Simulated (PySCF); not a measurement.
**[TlF2]+: other functionals and bases at one geometry**

An exercise on one series of results from a longer session: the logs are not shown, and one member is left open.

Computed with PySCF 2.14.0. Level: several levels, as the steps say, no spin–orbit coupling.

2 further runs of the same task are left out: 2 for a known fault of the program.

## The system as given

3 atoms, charge 1, spin multiplicity 1.

Bond lengths: Tl1–F2 1.951 Å, Tl1–F3 1.951 Å. Angles: F2–Tl1–F3 180.0°.

As a file:

| atom | x (Å) | y (Å) | z (Å) |
| --- | --- | --- | --- |
| Tl1 | 0.0000 | 0.0000 | 0.3962 |
| F2 | 1.9507 | 0.0000 | 0.3962 |
| F3 | -1.9507 | 0.0000 | 0.3962 |

Formal oxidation states: Tl +3. An earlier session relaxed this geometry at BP86, Tl def2-SVP with ECP60, F def2-SVP (singlet, point group D∞h).

At BP86 on the finer grid: E = -371.823920 Eh, HOMO -16.08 eV, LUMO -12.73 eV, Mulliken charge on Tl1 +1.34 e, largest force component 0.053 eV/Å. 

Levels to run: TPSSh; M06-L; revPBE; BLYP; BP86, TZVP; BP86, x2c-SVP. Hardware: 2 threads of Arm Neoverse V2, shared host.

Set-up of the first run:

Input file run.py (the lines that set the calculation):

```python
mol = gto.M(atom='''
Tl     0.00000     0.00000     0.39617
F      1.95070     0.00000     0.39619
F     -1.95070     0.00000     0.39619''',
    basis={'Tl': 'def2-SVP', 'F': 'def2-SVP'},
    ecp={'Tl': 'def2-SVP'},
    charge=1, spin=0)
mf = dft.RKS(mol, xc='TPSSH')
mf.grids.atom_grid = (75, 302)
mf = mf.density_fit()  # fitting sets: Tl def2-universal-JKFIT, F def2-universal-JKFIT
mf.conv_tol = 1e-08; mf.max_cycle = 55
mf.kernel(dm0)  # dm0: the density of the relaxed state
```

Launch:

```sh
> OMP_NUM_THREADS=2 python run.py
```

Steps of the session up to this table: TPSSh; M06-L; revPBE; BLYP; BP86, TZVP; BP86, x2c-SVP.

One of the session's tables, all rows but one given; the rest of the session is left out.

| level | HOMO (eV) | gap (eV) | charge on Tl1 (e) | largest force component (eV/Å) |
| --- | --- | --- | --- | --- |
| BP86 (relaxed here) | -16.08 | 3.35 | 1.34 | 0.05 |
| TPSSh | -16.89 | 4.84 | 1.43 | 0.30 |
| M06-L | -16.35 | 4.06 | 1.50 | 0.07 |
| revPBE | -15.83 | 3.37 | 1.36 | 0.29 |
| BLYP | ? | ? | ? | ? |
| BP86, TZVP | -16.16 | 3.52 | 1.34 | 0.89 |
| BP86, x2c-SVP | -16.04 | 3.36 | 1.34 | 0.64 |

**Question.** Estimate the row for BLYP.

**Answer.** HOMO (eV): -15.84; gap (eV): 3.33; charge on Tl1 (e): 1.33; largest force component (eV/Å): 0.32. In the column «HOMO (eV)» it lies between BP86, x2c-SVP (-16.04) and revPBE (-15.83).

In one basis the gap runs from 3.33 eV (BLYP) to 4.84 eV (TPSSh). The largest leftover force, 0.89 eV/Å with BP86, TZVP, stands at a geometry relaxed at another level. Total energies of different levels can't be compared.
